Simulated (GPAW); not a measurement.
Here is a GPAW 26.7.0 calculation.

Contents of run.py:

```python
from ase import Atoms
from ase.dft.bandgap import bandgap
from ase.io import write
from ase.units import GPa
from gpaw import GPAW, PW, setup_paths

setup_paths.insert(0, '.')

atoms = Atoms(['Mn', 'Mn', 'Mn', 'Al'],
              cell=[[0.0, 2.858028, 2.858028],
                    [2.858028, 0.0, 2.858028],
                    [2.858028, 2.858028, 0.0]],
              scaled_positions=[[0.0, 0.0, 0.0],
                                [0.25, 0.25, 0.25],
                                [0.75, 0.75, 0.75],
                                [0.5, 0.5, 0.5]],
              pbc=True)
atoms.set_initial_magnetic_moments([4.0, 4.0, 4.0, 0.0])

calc = GPAW(mode=PW(600),
            xc='PBEsol',
            kpts={'size': (7, 7, 7), 'gamma': True},
            occupations={'name': 'fermi-dirac', 'width': 0.05},
            setups={'Mn': ':d,2.0'},
            nbands=43,
            convergence={'density': 1e-05, 'energy': 1e-05},
            maxiter=150,
            txt='gpaw.txt')
atoms.calc = calc
energy = atoms.get_potential_energy()
forces = atoms.get_forces()
stress = atoms.get_stress()
calc.write('gs.gpw')
write('result.traj', atoms)
print(f'Energy: {energy:.6f} eV')
print('Forces (eV/A):')
print(forces.round(4))
print('Stress (GPa):', (stress / GPa).round(3))
print('Moments:', calc.get_magnetic_moments().round(3))
print('Fermi level:', round(calc.get_fermi_level(), 4), 'eV')
print(f'Gap: {bandgap(calc)[0]:.4f} eV, direct: {bandgap(calc, direct=True)[0]:.4f} eV')

path = atoms.cell.bandpath('GXWKGLUWLK,UX', npoints=100, eps=1e-4)
bs_calc = calc.fixed_density(kpts=path, symmetry='off', nbands=59,
                             convergence={'bands': 'CBM+6.0', 'eigenstates': 1e-6}, txt='bands.txt')
bs = bs_calc.band_structure()
bs.write('bs.json')
print(f'Gap on the path: {bandgap(bs_calc)[0]:.4f} eV')
```

Potentials or basis: PAW data sets generated in the run's folder for this functional, pw.

Run with:

```bash
$ gpaw-setup -f PBEsol Al Mn
$ OMP_NUM_THREADS=1 python run.py
```

(1) What does it give for the site moments?

(2) What does it give for the net moment?

(3) Predict the band gap along the path.

(4) What does it give for the pressure?

Results:

(1) Mn +3.22, +2.95; Al -0.14 μB.

(2) 9.16 μB per cell.

(3) none (metal or under the smearing width).

(4) 31.4 GPa.

Caveat: a pressure of tens of GPa on the cell as given is suspect, and the run, the potentials or the cell itself is likely at fault; the U is typed as a test and isn't derived for this compound.
